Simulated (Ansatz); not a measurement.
**C₂H₆AlFO: one species, many methods**

An exercise on one series of results from a longer session: the logs are not shown, and one member is left open.

Program: Ansatz 0.2.0, Gaussian basis. Level of theory: functionals in def2-TZVPP, the program's frozen cores in correlated methods. These are calculated values, not measurements.

Levels to be run: PBE-D4, r2SCAN-D4, PBE0-D4, B3LYP-D4, ωB97X-V, ωB97M-V, B2PLYP; CCSD(T)/def2-TZVPP; MP2/def2-QZVPP; extrapolation to the limit.

## The relaxed structure

All runs share one geometry, relaxed beforehand with PBE0-D4 in a triple-zeta def2 set.

SMILES `[CH3][Al]([OH])[CH2]F`, 11 atoms, charge 0, spin multiplicity 1.

Atoms are counted from 1 here; the program's logs count them from 0.

Bond lengths: C1–Al2 1.937 Å, C1–H6 1.094 Å, C1–H7 1.095 Å, C1–H8 1.092 Å, Al2–O3 1.700 Å, Al2–C4 1.986 Å, O3–H9 0.955 Å, C4–F5 1.403 Å, C4–H10 1.098 Å, C4–H11 1.098 Å. Angles: Al2–C1–H6 111.3°, Al2–C1–H7 110.6°, Al2–C1–H8 111.8°, H6–C1–H7 106.5°, H6–C1–H8 108.6°, H7–C1–H8 107.7°, C1–Al2–O3 118.7°, C1–Al2–C4 123.1°, O3–Al2–C4 118.2°, Al2–O3–H9 125.3°, Al2–C4–F5 109.9°, Al2–C4–H10 113.0°, Al2–C4–H11 112.9°, F5–C4–H10 107.4°, F5–C4–H11 107.4°, H10–C4–H11 105.9°.

Set-up of the first run:

Contents of in.yaml:

```yaml
crystal:
  periodic: [false, false, false]
  atoms:
    - {symbol: C, position_ang: [-1.079680, 1.385346, -0.557080]}
    - {symbol: Al, position_ang: [0.125028, -0.126637, -0.430896]}
    - {symbol: O, position_ang: [0.757216, -0.787601, -1.863862]}
    - {symbol: C, position_ang: [0.667308, -0.941617, 1.297124]}
    - {symbol: F, position_ang: [0.049365, -0.264918, 2.359936]}
    - {symbol: H, position_ang: [-1.932855, 1.270347, 0.117218]}
    - {symbol: H, position_ang: [-0.571760, 2.309366, -0.261813]}
    - {symbol: H, position_ang: [-1.454219, 1.522689, -1.573799]}
    - {symbol: H, position_ang: [1.365458, -1.522138, -1.910687]}
    - {symbol: H, position_ang: [1.750698, -0.901444, 1.468316]}
    - {symbol: H, position_ang: [0.388941, -2.000392, 1.376143]}
basis:
  gaussian: {orbitals: def2-TZVPP}
hamiltonian: {xc: pbe, dispersion: d4}
output: {forces: true, orbitals: {seedname: orbitals}}
```

Started as:

```
$ ansatz run in.yaml --threads 4 --pin off --events-out ev --progress --plain --max-ram 10444MiB
```

Steps of the session up to this table: PBE-D4 (GGA); r2SCAN-D4 (meta-GGA); PBE0-D4 (hybrid); B3LYP-D4 (hybrid); ωB97X-V (range-separated); ωB97M-V (range-separated); B2PLYP (double hybrid); CCSD(T) in def2-TZVPP; MP2 in def2-QZVPP.

One of the session's tables, all rows but one given; the rest of the session is left out.

| method | atomisation energy (kJ/mol) |
| --- | --- |
| PBE-D4 | 4143.1 |
| r2SCAN-D4 | 4090.0 |
| PBE0-D4 | 4062.2 |
| B3LYP-D4 | 4068.5 |
| ωB97X-V | 4081.7 |
| ωB97M-V | 4089.0 |
| B2PLYP | 4036.5 |
| HF/def2-TZVPP | 2979.5 |
| MP2/def2-TZVPP | 4058.4 |
| CCSD/def2-TZVPP | ? |
| CCSD(T)/def2-TZVPP | 3979.2 |
| MP2/CBS | 4165.9 |
| CCSD(T)/CBS | 4086.8 |

Estimate the missing values for CCSD/def2-TZVPP.

As computed: atomisation energy (kJ/mol): 3923.4. In the column «atomisation energy (kJ/mol)» it lies between HF/def2-TZVPP (2979.5) and CCSD(T)/def2-TZVPP (3979.2).

To keep in mind: Free atoms (2 C, 1 Al, 1 O, 1 F, 6 H) were run apart at each level; the atomisation energy is their sum less the molecule, without zero-point or spin-orbit terms.
